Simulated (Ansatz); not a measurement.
# Ca3GeN: element swaps in one structure

Aim: put other elements on the sites of Ca3GeN (Ca → Mg, N → As), relax each crystal within the symmetry of the start, and see how size, gap and stability follow.

Computed with Ansatz 0.2.0 (DFT r2SCAN, scalar-relativistic, plane waves, PAW, unless a step's input says otherwise).

## (1) The system as given

Symmetry: Pm-3m, No. 221, cubic system. Conventional cell: a = 4.757 Å, b = 4.757 Å, c = 4.757 Å, α = 90.00°, β = 90.00°, γ = 90.00°. Ca (site symmetry 4/mmm) has 2 N at 2.38 Å as nearest neighbours. Around Ge (site symmetry m-3m) lie 12 Ca at 3.36 Å. N (site symmetry m-3m) is surrounded by 6 Ca at 2.38 Å.

As a file:

```cif
data_structure
_symmetry_space_group_name_H-M 'Pm-3m'
_symmetry_Int_Tables_number 221
_cell_length_a 4.7573
_cell_length_b 4.7573
_cell_length_c 4.7573
_cell_angle_alpha 90.000
_cell_angle_beta 90.000
_cell_angle_gamma 90.000
_cell_volume 107.67
loop_
_atom_site_label
_atom_site_type_symbol
_atom_site_symmetry_multiplicity
_atom_site_Wyckoff_symbol
_atom_site_fract_x
_atom_site_fract_y
_atom_site_fract_z
_atom_site_occupancy
Ca1 Ca 3 c 0.00000 0.50000 0.50000 1
Ge1 Ge 1 a 0.00000 0.00000 0.00000 1
N1 N 1 b 0.50000 0.50000 0.50000 1
```

Source of the structure: the Crystallography Open Database.

(A quick probe on a coarse mesh, which set the mesh and smearing, is not shown.)

## (3) Relaxing cell and atoms

Input file input.yaml:

```yaml
crystal:
  lattice:
    - [4.7573, 0.0, 0.0]
    - [0.0, 4.7573, 0.0]
    - [0.0, 0.0, 4.7573]
  atoms:
    - { symbol: Ca, position: [0.0, 0.5, 0.5] }
    - { symbol: Ca, position: [0.5, 0.0, 0.5] }
    - { symbol: Ca, position: [0.5, 0.5, 0.0] }
    - { symbol: Ge, position: [0.0, 0.0, 0.0] }
    - { symbol: "N", position: [0.5, 0.5, 0.5] }
basis:
  ecutwfc: 500
kpoints:
  mp_grid: { grid: [8, 8, 8] }
hamiltonian:
  xc: r2scan
scf:
  occupations: { method: gaussian, width: 0.1 }
output:
  forces: true
  stress: true
  eigenvalues: true
relax:
  adjacent_minimum: "off"
  f_tol: 0.005
  max_steps: 80
  cell: { stress_tol: 0.05 }
```

The run is started by

```sh
$ ansatz run input.yaml --threads 1 --pin off --max-ram 2560MiB --backend cpu --events-out ev --progress --plain --runs-dir out
```

Further runs follow: quick check of gap, pressure and forces (Mg3GeAs); coarse relaxation (Mg3GeAs); relaxing cell and atoms (Mg3GeAs).

**Question.** What will these runs give? Wanted: relaxed cell; volume; formation energy; Ca → Mg, N → As.

**Answer**, as computed:

```
                                                               quantity                                                                      value
                                                           relaxed cell  a = 4.792 Å, b = 4.792 Å, c = 4.792 Å, α = 90.00°, β = 90.00°, γ = 90.00°
                                                   space group (0.01 Å)                                                            Pm-3m (No. 221)
                                                                 volume                                                              22.01 Å³/atom
formation energy (elements from runs with the same settings, not shown)                                                              -0.86 eV/atom
                                              Ca → Mg, N → As (Mg3GeAs)                        23.80 Å³/atom, gap none (metal), ΔH_f +0.03 eV/atom
```

What this shows: Relaxation raised the volume by 2.2 %. Ca → Mg, N → As changes the volume per atom by +8.1 %. Both are metals at this level. Ca3GeN has the lowest formation energy in this structure (-0.86 eV/atom). Mg3GeAs lies above the elements, so it would not form from them in this structure. A negative value alone does not show stability: other structures and competing compounds were not computed. Spin polarisation is off in the runs that give these values; a magnetic solution could lie lower.
